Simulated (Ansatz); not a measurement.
# Cl2H5InO2Si: the cost of one run

All numbers below are computed with Ansatz 0.2.0 (RKS B3LYP/def2-SVP).

### 1 The starting structure

Bond lengths: In1–Cl2 2.790 Å, In1–Cl3 2.440 Å, In1–O4 1.990 Å, O4–H5 1.010 Å, In1–O6 2.290 Å, O6–Si7 1.680 Å, Si7–H8 1.460 Å, Si7–H9 1.460 Å, Si7–H10 1.460 Å. Angles: Cl2–In1–Cl3 120.0°, Cl2–In1–O4 120.0°, Cl2–In1–O6 71.6°, Cl3–In1–O4 120.0°, Cl3–In1–O6 88.6°, O4–In1–O6 109.9°, In1–O4–H5 109.5°, In1–O6–Si7 125.0°, O6–Si7–H8 109.5°, O6–Si7–H9 109.5°, O6–Si7–H10 109.5°, H8–Si7–H9 109.4°, H8–Si7–H10 109.4°, H9–Si7–H10 109.4°.

Coordinates:

```xyz
11

In    0.0000    0.0000    0.0000
Cl    0.0000    0.0000    2.7900
Cl    2.1130    0.0000   -1.2200
O    -1.7233    0.0000   -0.9950
H    -2.2330   -0.8467   -0.7865
O     0.4816   -2.1191    0.7221
Si   -0.3330   -3.5085    0.2441
H     0.6343   -4.5476   -0.0969
H    -1.1829   -3.9750    1.3356
H    -1.1592   -3.2119   -0.9226
H     0.3387   -1.4901    1.9541
```

### 2 Pulling towards end A

Springs on the bonds that form and break draw the guess towards this end; the thresholds are loose.

The input, input.yaml:

```yaml
crystal:
  periodic: [false, false, false]
  atoms:
    - { symbol: In, position_ang: [0.0, 0.0, 0.0] }
    - { symbol: Cl, position_ang: [0.0, 0.0, 2.79] }
    - { symbol: Cl, position_ang: [2.113, 0.0, -1.22] }
    - { symbol: O, position_ang: [-1.7233, 0.0, -0.995] }
    - { symbol: H, position_ang: [-2.233, -0.8467, -0.7865] }
    - { symbol: O, position_ang: [0.4816, -2.1191, 0.7221] }
    - { symbol: Si, position_ang: [-0.333, -3.5085, 0.2441] }
    - { symbol: H, position_ang: [0.6343, -4.5476, -0.0969] }
    - { symbol: H, position_ang: [-1.1829, -3.975, 1.3356] }
    - { symbol: H, position_ang: [-1.1592, -3.2119, -0.9226] }
    - { symbol: H, position_ang: [0.3387, -1.4901, 1.9541] }
basis:
  gaussian: { orbitals: def2-SVP }
hamiltonian:
  xc: b3lyp
relax:
  f_tol: 0.15
  max_steps: 25
  restrain:
    - { distance: [0, 5], at: 3.19, k: 30.0 }
    - { distance: [10, 1], at: 2.57, k: 30.0 }
    - { distance: [0, 1], at: 2.44, k: 30.0 }
    - { distance: [10, 5], at: 1.01, k: 30.0 }
```

Command:

```console
$ ansatz run input.yaml --threads 4 --pin off --max-ram 5120MiB --backend cpu --events-out ev --progress --plain --runs-dir out
```

What time and memory should one allow on 4 threads of Arm Neoverse V2, shared host?

About 32 s, with a peak of 0.39 GiB.
